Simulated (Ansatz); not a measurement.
# CH3OTe+ (SMILES [CH2+][Te]O): single points off equilibrium

An exercise on one series of results from a longer session: the logs are not shown, and one member is left open.

Program: Ansatz 0.2.0, Gaussian basis. Level of theory: single points in def2-TZVPP. These are calculated values, not measurements.

Cores are frozen in the correlated methods. Filled d shells of the heavier atoms are correlated. Core potentials replace the inner electrons past krypton, and spin-orbit coupling is left out.

### Starting geometry

SMILES `[CH2+][Te]O`, 6 atoms, charge 1, spin multiplicity 1.

Atoms are counted from 1 here; the program's logs count them from 0.

Bond lengths: C1–Te2 1.832 Å, C1–H4 1.103 Å, C1–H5 1.087 Å, Te2–O3 1.943 Å, O3–H6 0.842 Å. Angles: Te2–C1–H4 133.6°, Te2–C1–H5 128.1°, H4–C1–H5 96.2°, C1–Te2–O3 100.5°, Te2–O3–H6 133.7°.

Geometry (Å):

```
atom    x (Å)    y (Å)    z (Å)
  C1  -0.4351   0.0962  -1.0147
 Te2   0.7969  -0.9804  -0.1910
  O3   0.9932  -0.0565   1.5067
  H4  -0.8635   0.1231  -2.0307
  H5  -0.7547   1.0937  -0.7251
  H6   0.4765   0.0802   2.1575
```

The first run:

run/in.yaml reads:

```yaml
crystal:
  periodic: [false, false, false]
  atoms:
    - {symbol: C, position_ang: [-0.435100, 0.096200, -1.014700]}
    - {symbol: Te, position_ang: [0.796900, -0.980400, -0.191000]}
    - {symbol: O, position_ang: [0.993200, -0.056500, 1.506700]}
    - {symbol: H, position_ang: [-0.863500, 0.123100, -2.030700]}
    - {symbol: H, position_ang: [-0.754700, 1.093700, -0.725100]}
    - {symbol: H, position_ang: [0.476500, 0.080200, 2.157500]}
basis:
  gaussian: {orbitals: def2-TZVPP}
total_charge: 1
correlation: {method: ccsd_t}
output: {forces: true}
```

No record of the launch command was kept for these runs.

Steps of the session up to this table: CCSD(T)/def2-TZVPP; PBE0-D4/def2-TZVPP; wB97M-V/def2-TZVPP; r2SCAN-D4/def2-TZVPP; PBE-D4/def2-TZVPP; SPW92/def2-TZVPP; revPBE-D4/def2-TZVPP.

One of the session's tables, all rows but one given; the rest of the session is left out.

```
   method  RMS force component (eV/Å)  angle to CCSD(T) forces (°)
  CCSD(T)                       3.897                    reference
  PBE0-D4                       3.829                          2.3
  wB97M-V                           ?                            ?
r2SCAN-D4                       3.833                          1.6
   PBE-D4                       3.911                          3.6
    SPW92                       3.989                          6.4
revPBE-D4                       3.909                          3.8
```

Q: Estimate the row for wB97M-V from the others.

**Answer.** RMS force component (eV/Å): 3.811; angle to CCSD(T) forces (°): 2.9. In the column «RMS force component (eV/Å)» it is the lowest.
